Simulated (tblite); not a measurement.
# C5H6ClFSi2: the cost of one run

Computed with tblite 0.8.0 and PySCF 2.14.0, with density-fitted response routines of our own, on a single molecule in the gas phase. Atoms count from 0, in the outputs and in this text.

**1. Starting geometry**

15 atoms, charge 0, multiplicity 1; geometry from: force field or distance geometry start.

Bonds of the start (Å): C0–C1 1.22, C1–Si2 1.80, Si2–F3 1.70, Si2–C4 1.83, C4–C5 1.29, C5–C6 1.53, C6–Cl7 1.77, C5–Si8 1.79, Si8–Si2 2.15, C0–H9 1.07, C4–H10 1.14, C6–H11 1.08, C6–H12 1.10, Si8–H13 1.48, Si8–H14 1.49.

**2. Relaxing the molecule with GFN2-xTB**

What the job is given:

```
{"job": {"kind": "relax", "xc": "GFN2-xTB", "basis": "xTB"}, "charge": 0, "multiplicity": 1}
C      3.369400    -1.618200     0.446400
C      2.597400    -0.723200     0.136500
Si     1.447000     0.601500    -0.282100
F      2.188500     2.075700    -0.677700
C      0.001000     0.736800     0.826500
C     -1.055900     0.377100     0.173100
C     -2.528000     0.289900     0.588600
Cl    -3.066400    -1.389800     0.421300
Si    -0.287300    -0.006200    -1.396400
H      4.023400    -2.423400     0.714000
H      0.052700     1.089000     1.910400
H     -2.679400     0.679100     1.585200
H     -3.030500     0.877400    -0.192600
H     -0.249700    -1.435700    -1.789300
H     -0.786500     0.878200    -2.486000
```

On the command line:

```bash
> OMP_NUM_THREADS=1 python probes_run.py task.json out
```

This one command runs all jobs of the session in turn.

Q: Estimate the wall time of this first job on 1 thread of Arm Neoverse N1, shared host.

About 1.8 s.
